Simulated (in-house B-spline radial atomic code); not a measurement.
# Pb⁵¹⁺: excited configurations in jj coupling

Wanted: excitation energies of Pb⁵¹⁺ as differences of total energies (ΔSCF).

Program: in-house B-spline radial atomic code version 1. Level of theory: Dirac-Hartree-Fock, average of configuration, Fermi nucleus, basis-set limit. These are calculated values, not measurements, unless marked.

### Step 1. Starting point

```
element       : lead (Z = 82)
charge        : +51
electrons     : 31
configuration : 1s2 2s2 2p6 3s2 3p6 3d10 4s2 4p-1
Hamiltonian   : Dirac-Coulomb
nucleus       : Fermi, rms radius 5.501 fm
```

In configurations, a minus sign after the shell means j = l − 1/2 and a plus sign j = l + 1/2; the count of electrons follows.

Input settings:

```ini
Z = 82
electrons = 31.0
configuration = 1s2 2s2 2p6 3s2 3p6 3d10 4s2 4p-1
hamiltonian = dirac
method = hf
spin_polarised = False
nucleus = fermi
rms_radius = 5.5012
mass_number = 208
atomic_mass = 207.976652005
speed_of_light = 137.035999084
```

From the earlier run of the reference: total energy -18966.179241 hartree. Levels, eight at most:

```tsv
orbital	occupation	energy (eV)	<r> (bohr)
2p3/2	4	-15898.6	0.06367
3s1/2	2	-6530.89	0.1705
3p1/2	2	-6243.80	0.1612
3p3/2	4	-5722.18	0.1760
3d3/2	4	-5271.84	0.1526
3d5/2	6	-5160.45	0.1572
4s1/2	2	-3152.32	0.3401
4p1/2	1	-3041.34	0.3351
```

### Step 2. Run with 1s2 2s2 2p6 3s2 3p-2 3p+3 3d10 4s2 4p+1 5s1

Input settings:

```ini
Z = 82
electrons = 31.0
configuration = 1s2 2s2 2p6 3s2 3p-2 3p+3 3d10 4s2 4p+1 5s1
hamiltonian = dirac
method = hf
spin_polarised = False
nucleus = fermi
rms_radius = 5.5012
mass_number = 208
atomic_mass = 207.976652005
speed_of_light = 137.035999084
```

### Step 3. 1s2 2s2 2p6 3s2 3p6 3d10 4s1 4p+1 7g-1

Settings: those of step 2 with these lines changed.

```diff
@@ -2,3 +2,3 @@
 electrons = 31.0
-configuration = 1s2 2s2 2p6 3s2 3p-2 3p+3 3d10 4s2 4p+1 5s1
+configuration = 1s2 2s2 2p6 3s2 3p6 3d10 4s1 4p+1 7g-1
 hamiltonian = dirac
```

### Step 4. Configuration 1s2 2s2 2p6 3s2 3p6 3d-3 3d+6 4s2 4p-1 7p+1

Settings: those of step 3 with these lines changed.

```diff
@@ -2,3 +2,3 @@
 electrons = 31.0
-configuration = 1s2 2s2 2p6 3s2 3p6 3d10 4s1 4p+1 7g-1
+configuration = 1s2 2s2 2p6 3s2 3p6 3d-3 3d+6 4s2 4p-1 7p+1
 hamiltonian = dirac
```

### Step 5. Run with 1s2 2s2 2p6 3s2 3p6 3d10 4s1 4p-1 6s1

Settings: those of step 4 with these lines changed.

```diff
@@ -2,3 +2,3 @@
 electrons = 31.0
-configuration = 1s2 2s2 2p6 3s2 3p6 3d-3 3d+6 4s2 4p-1 7p+1
+configuration = 1s2 2s2 2p6 3s2 3p6 3d10 4s1 4p-1 6s1
 hamiltonian = dirac
```

### Step 6. Configuration 1s2 2s2 2p6 3s2 3p6 3d10 4s2 4f-1

Settings: those of step 5 with these lines changed.

```diff
@@ -2,3 +2,3 @@
 electrons = 31.0
-configuration = 1s2 2s2 2p6 3s2 3p6 3d10 4s1 4p-1 6s1
+configuration = 1s2 2s2 2p6 3s2 3p6 3d10 4s2 4f-1
 hamiltonian = dirac
```

### Step 7. Configuration 1s2 2s2 2p6 3s2 3p6 3d10 4s2 4p+1

Settings: those of step 6 with these lines changed.

```diff
@@ -2,3 +2,3 @@
 electrons = 31.0
-configuration = 1s2 2s2 2p6 3s2 3p6 3d10 4s2 4f-1
+configuration = 1s2 2s2 2p6 3s2 3p6 3d10 4s2 4p+1
 hamiltonian = dirac
```

Q: How far above the reference does each configuration lie (order and size, in eV)?

The runs gave:

| net move | configuration | energy above the reference (eV) | with Breit, QED, recoil (eV) | largest <r> (bohr) |
| --- | --- | --- | --- | --- |
| 4p1/2 → 4p3/2 | 1s2 2s2 2p6 3s2 3p6 3d10 4s2 4p+1 | 172.20 | 170.41 | 0.356 |
| 4p1/2 → 4f5/2 | 1s2 2s2 2p6 3s2 3p6 3d10 4s2 4f-1 | 597.32 | 593.43 | 0.340 |
| 4s → 6s | 1s2 2s2 2p6 3s2 3p6 3d10 4s1 4p-1 6s1 | 1903.72 | 1899.95 | 0.852 |
| 4p1/2, 4s → 4p3/2, 7g7/2 | 1s2 2s2 2p6 3s2 3p6 3d10 4s1 4p+1 7g-1 | 2566.69 | 2559.91 | 1.20 |
| 3p3/2, 4p1/2 → 4p3/2, 5s | 1s2 2s2 2p6 3s2 3p-2 3p+3 3d10 4s2 4p+1 5s1 | 4010.08 | 4001.97 | 0.565 |
| 3d3/2 → 7p3/2 | 1s2 2s2 2p6 3s2 3p6 3d-3 3d+6 4s2 4p-1 7p+1 | 4421.47 | 4415.87 | 1.24 |

The energies run from 172.20 eV (4p1/2 → 4p3/2) to 4421.47 eV (3d3/2 → 7p3/2). Koopmans' estimate of the ionisation threshold is 3041.34 eV; 2 configurations exceed it by over 2 % and could autoionise. Two partly filled shells share a symmetry and can mix in the average, which may lower the energy, for: 4s → 6s; 3p3/2, 4p1/2 → 4p3/2, 5s. These are averages over configurations, without correlation, not spectroscopic levels.
